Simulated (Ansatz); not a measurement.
This was printed by a script on the Ansatz DFT code, driven from Python, for a geometry optimisation of CH7BSeSi, SMILES B[SiH](C)[SeH]. What did the script look like? Settings: B3LYP, def2-SVP basis, multiplicity 1.

| atom | x (Å) | y (Å) | z (Å) |
| --- | --- | --- | --- |
| B | -1.1138 | 1.5143 | -0.1779 |
| Si | 0.0940 | 0.1185 | -0.5169 |
| C | 0.7407 | -0.4986 | 1.0953 |
| Se | -0.8880 | -1.5724 | -1.6007 |
| H | -1.7025 | 2.0779 | -1.1151 |
| H | -1.3906 | 1.9201 | 0.9152 |
| H | 1.2304 | 0.6198 | -1.3442 |
| H | 1.3281 | 0.3453 | 1.6300 |
| H | -0.0562 | -0.8596 | 1.7791 |
| H | 1.4954 | -1.3212 | 0.9422 |
| H | 0.3279 | -2.4011 | -1.5864 |

Output of `python opt.py`:
```text
reference energy    -75044.480213 eV
total energy        -75044.480213 eV
occupied orbitals outside the frozen core (up, down): [33, 33]  frozen: 0  virtual: [80, 80]
pair        before    after (A)
B0-Si1       1.8767   2.0180
B0-H4        1.2420   1.2065
B0-H5        1.1984   1.2073
Si1-C2       1.8434   1.8902
Si1-Se3      2.2356   2.3285
Si1-H6       1.4924   1.5007
C2-H7        1.1589   1.1032
C2-H8        1.1104   1.1011
C2-H9        1.1268   1.1016
Se3-H10      1.4715   1.4774
final angle Si1-B0-H4: 120.15 deg
final angle Si1-B0-H5: 122.40 deg
final angle B0-Si1-C2: 115.85 deg
final angle B0-Si1-Se3: 103.28 deg
final angle B0-Si1-H6: 108.62 deg
final angle H4-B0-H5: 117.45 deg
final angle C2-Si1-Se3: 110.55 deg
final angle C2-Si1-H6: 108.38 deg
final angle Si1-C2-H7: 109.83 deg
final angle Si1-C2-H8: 111.05 deg
final angle Si1-C2-H9: 111.37 deg
final angle Se3-Si1-H6: 110.01 deg
final angle Si1-Se3-H10: 94.11 deg
final angle H7-C2-H8: 108.34 deg
final angle H7-C2-H9: 107.89 deg
final angle H8-C2-H9: 108.26 deg
dipole (D): 0.886 0.257 1.317, length 1.608
atom  Mulliken   Lowdin
B       -0.026   -0.067
Si       0.369    0.221
C       -0.225   -0.108
Se      -0.217    0.048
H        0.001   -0.020
H       -0.002   -0.021
H       -0.082   -0.072
H        0.048    0.017
H        0.051    0.014
H        0.047    0.010
H        0.035   -0.022
```

One script that gives this output:

`opt.py`
```python
import itertools

import ansatz as az
from ase.data import atomic_numbers, covalent_radii
import numpy as np


def main() -> None:
    geometry_ang = [
        ('B', (-1.1138, 1.5143, -0.1779)),
        ('Si', (0.094, 0.1185, -0.5169)),
        ('C', (0.7407, -0.4986, 1.0953)),
        ('Se', (-0.888, -1.5724, -1.6007)),
        ('H', (-1.7025, 2.0779, -1.1151)),
        ('H', (-1.3906, 1.9201, 0.9152)),
        ('H', (1.2304, 0.6198, -1.3442)),
        ('H', (1.3281, 0.3453, 1.63)),
        ('H', (-0.0562, -0.8596, 1.7791)),
        ('H', (1.4954, -1.3212, 0.9422)),
        ('H', (0.3279, -2.4011, -1.5864)),
    ]
    geometry = az.Crystal.molecule()
    for symbol, xyz in geometry_ang:
        geometry = geometry.atom(symbol, xyz)

    base = (
        geometry.calculation()
        .basis(gaussian='def2-SVP')
        .functional('b3lyp')
    )
    symbols = [site.symbol for site in geometry.cartesian_sites]
    start = np.array([site.position_ang for site in geometry.cartesian_sites], dtype=float)
    report = base.relax(force_tolerance=0.01).run(threads=1, backend='cpu').report
    end = np.array(report['positions_ang'])

    print('reference energy %16.6f eV' % report['reference_energy_ev'])
    print('total energy     %16.6f eV' % report['free_energy_ev'])
    print('occupied orbitals outside the frozen core (up, down):', report['n_occupied'], ' frozen:', report['n_frozen'], ' virtual:', report['n_virtual'])

    radius = [covalent_radii[atomic_numbers[s]] for s in symbols]
    span = lambda where, i, j: np.linalg.norm(where[i] - where[j])
    bonded = [(i, j) for i, j in itertools.combinations(range(len(symbols)), 2) if min(span(start, i, j), span(end, i, j)) < 1.2 * (radius[i] + radius[j])]
    print('pair        before    after (A)')
    for i, j in bonded:
        print(f'{symbols[i]}{i}-{symbols[j]}{j}'.ljust(10), f'{span(start, i, j):8.4f} {span(end, i, j):8.4f}')
    for first, second in list(itertools.combinations(bonded, 2)):
        shared = set(first) & set(second)
        if shared and symbols[(j := shared.pop())] != 'H':
            i, k = sorted((set(first) | set(second)) - {j})
            u, v = end[i] - end[j], end[k] - end[j]
            angle = np.degrees(np.arccos(np.clip(u @ v / np.linalg.norm(u) / np.linalg.norm(v), -1, 1)))
            print(f'final angle {symbols[i]}{i}-{symbols[j]}{j}-{symbols[k]}{k}: {angle:.2f} deg')

    charges = report['charge_distribution']
    dipole = np.array(charges['dipole_moment_e_ang']) * 4.803205
    print('dipole (D): {:.3f} {:.3f} {:.3f}, length {:.3f}'.format(*dipole, np.linalg.norm(dipole)))
    print('atom  Mulliken   Lowdin')
    for symbol, m, l in zip(symbols, charges['mulliken_charges_e'], charges['lowdin_charges_e']):
        print(f'{symbol:4s} {m:9.3f} {l:8.3f}')


if __name__ == '__main__':
    main()
```

Caveats:
- Total energies depend on the basis set; only differences at equal settings carry meaning.
- The end point is the stationary point reached from this start; no frequency run checks that it is a minimum, and the basis set is modest.
- The Löwdin charges here are taken after orthogonalising the functions within each atom; they differ from plain Löwdin charges, and their signs can be unphysical.
- b3lyp holds the VWN-RPA fit, as in Gaussian; the form of ORCA and Turbomole is b3lyp5.
- Timing: 76 s on 1 thread of Arm Neoverse V2, on a shared host, peak memory 0.35 GiB.
